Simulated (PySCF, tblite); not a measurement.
# C6H15BO2: geometry, infrared bands and NMR shifts

What infrared bands and NMR shifts should C6H15BO2 (`BOCCC(C)(C)OC`) show?

Programs: tblite 0.8.0 and PySCF 2.14.0, with density-fitted response routines of our own. Each step states its level of theory. These are calculated values for one molecule in the gas phase, unless marked as measured. Atoms are numbered from 0 throughout.

## Step 1: Starting geometry

24 atoms, charge 0, multiplicity 1; geometry from: force field or distance geometry start.

Bonds of the start (Å): B0–O1 1.49, O1–C2 1.41, C2–C3 1.55, C3–C4 1.57, C4–C5 1.54, C4–C6 1.56, C4–O7 1.43, O7–C8 1.41, B0–H9 1.17, B0–H10 1.18, C2–H11 1.11, C2–H12 1.11, C3–H13 1.11, C3–H14 1.11, C5–H15 1.10, C5–H16 1.12, C5–H17 1.11, C6–H18 1.11, C6–H19 1.10, C6–H20 1.12, C8–H21 1.11, C8–H22 1.11, C8–H23 1.10.

## Step 2: Geometry optimisation with GFN2-xTB

The job: settings as JSON, then the geometry in Å.

```
{"job": {"kind": "relax", "xc": "GFN2-xTB", "basis": "xTB"}, "charge": 0, "multiplicity": 1}
B      3.903000     0.460300    -0.121800
O      2.600200     0.750100    -0.784000
C      1.601900     0.011500    -0.114800
C      0.248600     0.325800    -0.804800
C     -0.978300    -0.374900    -0.115000
C     -0.944400    -1.884700    -0.430300
C     -2.287500     0.184000    -0.742100
O     -0.940400    -0.246200     1.305000
C     -1.217400     1.050300     1.775900
H      4.565500    -0.428100    -0.500600
H      4.262900     1.139400     0.770800
H      1.522800     0.310200     0.956500
H      1.787700    -1.077400    -0.181900
H      0.316500     0.007400    -1.865700
H      0.104600     1.428900    -0.809500
H     -0.880300    -2.072600    -1.509000
H     -0.071600    -2.365700     0.070400
H     -1.857300    -2.383700    -0.038700
H     -2.331200     1.291900    -0.668100
H     -2.354700    -0.086700    -1.808400
H     -3.174700    -0.232300    -0.206000
H     -0.932700     1.105400     2.845300
H     -2.304700     1.275300     1.737500
H     -0.650000     1.831500     1.247000
```

The run is started by

```bash
$ OMP_NUM_THREADS=1 python probes_run.py task.json out
```

The driver reads the jobs from task.json and runs them one after another.

**Question.** This job is followed by: GFN2-xTB harmonic vibrations, gas phase; GIAO PBE0/pcSseg-1 NMR shielding, non-relativistic, gas phase. Predict these results of the whole session: strongest single infrared mode (GFN2-xTB); zero-point energy (GFN2-xTB); 13C shifts against TMS (PBE0/pcSseg-1, means over atoms taken as alike); 1H shifts against TMS (PBE0/pcSseg-1, means over atoms taken as alike); 11B shifts against BF3·OEt2 (PBE0/pcSseg-1); 17O shifts against H2O (PBE0/pcSseg-1); surface potential, 1st and 99th percentile.

As calculated:

```
                                                               quantity                             value
                              strongest single infrared mode (GFN2-xTB)             2516 cm⁻¹, 183 km/mol
                                           zero-point energy (GFN2-xTB)                    128.5 kcal/mol
13C shifts against TMS (PBE0/pcSseg-1, means over atoms taken as alike)  75.0, 74.5, 51.3, 42.7, 29.3 ppm
 1H shifts against TMS (PBE0/pcSseg-1, means over atoms taken as alike)  5.05, 4.48, 3.51, 1.91, 1.17 ppm
                            11B shifts against BF3·OEt2 (PBE0/pcSseg-1)                          44.6 ppm
                                 17O shifts against H2O (PBE0/pcSseg-1)                   235.7, 46.5 ppm
                                  surface potential, 1st and 99th percentile                -1.24 V and 0.81 V
```

**Reading.** Over 142 steps the energy fell by 1.316 eV; of the close pairs, B0–O1 changed most, 1.490 to 1.320 Å. All 66 modes are real, so the xTB geometry is a minimum. The strongest single mode, at 2516 cm⁻¹, moves mainly H9. GFN2-xTB is a fitted tight-binding method: band positions and strengths are rough. Its intensities can rank the bands wrongly. The most deshielded carbon is C4 (fully substituted sp3 carbon bonded to O), at 75.0 ppm: deshielded by the electronegative neighbour. At PBE0/pcSseg-1: The largest span, 461 ppm, is at O1, where the paramagnetic term is -294 ppm.
